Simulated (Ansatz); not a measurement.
# CHClFGeN (SMILES N#[C][GeH]([F])[Cl]): levels of theory compared

Aim: a comparison of 6 runs (HF/cc-pVDZ, BHLYP/cc-pVDZ, wB97M-V/cc-pVDZ, RPA@PBE0/cc-pVDZ, CCSD/cc-pVDZ, CCSD(T)/cc-pVDZ) of CHClFGeN. 

The calculation is run with Ansatz 0.2.0.

154 further runs of the same task are left out: 1 that didn't finish, 153 set aside as unsound or not needed.

## 1. The structure to begin with

CHClFGeN: 6 atoms, total charge 0, spin state singlet. As SMILES, `N#[C][GeH]([F])[Cl]`. The Ge3–F4 distance was set to 3.092 Å, away from the relaxed value. At this shape a bond of the SMILES string is far longer than usual.

Bond lengths: N1–C2 1.151 Å, C2–Ge3 1.913 Å, Ge3–Cl5 2.113 Å, Ge3–H6 1.520 Å. Angles: N1–C2–Ge3 178.0°, C2–Ge3–Cl5 108.2°, C2–Ge3–H6 113.0°, Cl5–Ge3–H6 112.5°. A long bond or contact: Ge3–F4 3.092 Å.

## 2. A single-point energy at HF/cc-pVDZ (run 1)

job.yaml reads:

```yaml
crystal:
  periodic: [false, false, false]
  atoms:
    - {symbol: N, position_ang: [-2.363995, -2.127723, 0.338134]}
    - {symbol: C, position_ang: [-1.871095, -1.088023, 0.347534]}
    - {symbol: Ge, position_ang: [-1.089995, 0.657177, 0.415134]}
    - {symbol: F, position_ang: [1.896000, 0.253800, -0.276600]}
    - {symbol: Cl, position_ang: [-1.954695, 1.827377, -1.116466]}
    - {symbol: H, position_ang: [-1.209795, 1.309677, 1.783234]}
basis:
  gaussian: {orbitals: cc-pVDZ}
hamiltonian: {xc: hf}
accuracy: high
output: {orbitals: {seedname: orbitals}}
```

Started as:

```bash
$ ansatz run job.yaml --threads 1 --pin off --max-ram 3480MiB --events-out events.jsonl --progress --plain --runs-dir runs
```

Log:

```text
Warning: RAYON_NUM_THREADS=1 ignored (pool sized by the plan → 1); use --threads N
Functional definition: HF
  name "HF"
  exchange = exact_x
  correlation = 0
1950 factors; integrals over basis functions are off by at most 8.4e-9 eV
mean field evaluation 1: about -74199.7232 eV, gradient 5.1e1 eV
mean field evaluation 2: about -74199.8536 eV, gradient 5.1e1 eV
mean field evaluation 4: about -74206.3022 eV, gradient 1.0e1 eV
mean field evaluation 8: about -74206.6098 eV, gradient 7.6e-1 eV
mean field evaluation 16: about -74206.6217 eV, gradient 2.0e-6 eV
mean field -74206.62165063 eV, -2727.0430466060 hartree, gradient 4.6e-8 eV, S^2 0.000000; 0 other end points of the search recorded, 0 dependent functions left out
reference -74206.62165063 eV, -2727.0430466060 hartree; 36, 36 occupied and 56, 56 virtual orbitals, 1950 factors
Total energy: -74206.62165063 eV, -2727.0430466060 hartree
```

Wall time 5.1 s (1 thread of Arm Neoverse V1, shared host); peak memory 0.3 GiB.

## 3. The energy at BHLYP/cc-pVDZ (run 2)

run.yaml reads:

```yaml
basis:
  gaussian: {orbitals: cc-pVDZ}
crystal:
  periodic: [false, false, false]
  atoms:
    - symbol: N
      position_ang: [-2.363995, -2.127723, 0.338134]
    - symbol: C
      position_ang: [-1.871095, -1.088023, 0.347534]
    - symbol: Ge
      position_ang: [-1.089995, 0.657177, 0.415134]
    - symbol: F
      position_ang: [1.896000, 0.253800, -0.276600]
    - symbol: Cl
      position_ang: [-1.954695, 1.827377, -1.116466]
    - symbol: H
      position_ang: [-1.209795, 1.309677, 1.783234]
hamiltonian: {xc: {name: BHLYP}}
accuracy: high
output: {orbitals: {seedname: orbitals}}
```

Started as:

```bash
$ ansatz run run.yaml --threads 1 --pin off --max-ram 3480MiB --events-out events.jsonl --progress --plain --runs-dir runs
```

Log:

```text
Warning: RAYON_NUM_THREADS=1 ignored (pool sized by the plan → 1); use --threads N
Functional definition: BHLYP
  name "BHLYP"
  parameter a = 0.5
  exchange = (1 - a)*b88_x + a*exact_x
  correlation = lyp_c
1950 factors; integrals over basis functions are off by at most 8.4e-9 eV
mean field evaluation 1: about -74284.9052 eV, gradient 5.8e1 eV
mean field evaluation 2: about -73964.8479 eV, gradient 1.9e2 eV
mean field evaluation 4: about -74290.5687 eV, gradient 2.7e1 eV
mean field evaluation 8: about -74293.1819 eV, gradient 6.2e0 eV
mean field evaluation 16: about -74293.5630 eV, gradient 1.9e-2 eV
mean field evaluation 32: about -74293.5630 eV, gradient 5.6e-7 eV
mean field -74293.56301610 eV, -2730.2380828559 hartree, gradient 4.1e-8 eV, S^2 0.000000; 0 other end points of the search recorded, 0 dependent functions left out
reference -74293.56304248 eV, -2730.2380838254 hartree; 36, 36 occupied and 56, 56 virtual orbitals, 1950 factors
Total energy: -74293.56304248 eV, -2730.2380838254 hartree
```

Run time: 14 s. Hardware: 1 thread of Arm Neoverse V1, shared host; peak memory 0.35 GiB.

Runs 3 to 5 aren't shown in full; the table further down has their settings and results.

## 4. The energy at CCSD(T)/cc-pVDZ (run 6)

run.yaml reads:

```yaml
crystal:
  periodic: [false, false, false]
  atoms:
    - {symbol: N, position_ang: [-2.363995, -2.127723, 0.338134]}
    - {symbol: C, position_ang: [-1.871095, -1.088023, 0.347534]}
    - {symbol: Ge, position_ang: [-1.089995, 0.657177, 0.415134]}
    - {symbol: F, position_ang: [1.896000, 0.253800, -0.276600]}
    - {symbol: Cl, position_ang: [-1.954695, 1.827377, -1.116466]}
    - {symbol: H, position_ang: [-1.209795, 1.309677, 1.783234]}
basis:
  gaussian: {orbitals: cc-pVDZ}
correlation: {method: ccsd_t, frozen_orbitals: {C: 1, Cl: 5, F: 1, Ge: 9, H: 0, "N": 1}}
accuracy: high
scf: {omitted_lower_state_checks: [cluster_reference, increment]}
```

Started as:

```bash
$ ansatz run run.yaml --threads 1 --pin off --max-ram 3480MiB --events-out events.jsonl --progress --plain --runs-dir runs
```

Log:

```text
Warning: RAYON_NUM_THREADS=1 ignored (pool sized by the plan → 1); use --threads N
[... 12 lines left out ...]
17 core orbitals not correlated: weight in the atoms' cores, before any rotation towards them, 1.000 or more for the frozen orbitals, at most 0.000 for the correlated occupied ones
[... 42 lines left out ...]
WARN: these amplitudes may be one of several solutions (largest doubles amplitude 0.34, level shift 0.45 eV)
Total energy: -74228.55415916 eV, -2727.8490514280 hartree
Checks for a lower state left out: cluster_reference, increment
```

Wall time 50 s (1 thread of Arm Neoverse V1, shared host); peak memory 0.5 GiB.

## 5. All runs side by side

| run | level | frozen core orbitals | energy (Eh) | wall time |
| --- | --- | --- | --- | --- |
| 1 | HF/cc-pVDZ | – | -2727.043047 | 5.1 s |
| 2 | BHLYP/cc-pVDZ | – | -2730.238084 | 14 s |
| 3 | wB97M-V/cc-pVDZ | – | -2730.169419 | 1.8 min |
| 4 | RPA@PBE0/cc-pVDZ | 17 | -2728.032564 | 29 s |
| 5 | CCSD/cc-pVDZ | 17 | -2727.805279 | 44 s |
| 6 | CCSD(T)/cc-pVDZ | 17 | -2727.849051 | 50 s |

## 6. Outcome

| quantity | value |
| --- | --- |
| run 6: total energy | -2727.84905 Eh |
| run 6: correlation energy (17 core orbitals frozen) | -806.0 mEh |
| run 6: (T) correction | -43.77 mEh |
| run 6: T1 diagnostic | 0.045 |

What this shows: Below the HF energy at the same shape and in the same basis (cc-pVDZ): CCSD -762.2 mEh; CCSD(T) -806.0 mEh. Over runs 1, 2, 3 the HOMO–LUMO gap runs from 4.62 eV (BHLYP/cc-pVDZ) to 8.29 eV (HF/cc-pVDZ). Exact exchange widens orbital gaps. Totals of different functionals can't be ranked against each other. In runs 5, 6 the T1 diagnostic is large, so a single reference may not serve. In runs 4, 5, 6 the log says that unrestricted orbitals would lower the reference, so the values rest on an unstable closed-shell determinant (other closed-shell runs at this shape may share the fault). In runs 1, 2, 3, 4, 5, 6 a closed-shell determinant meets a far-stretched bond, which it describes badly. All runs together took 4.2 min, the longest 1.8 min.
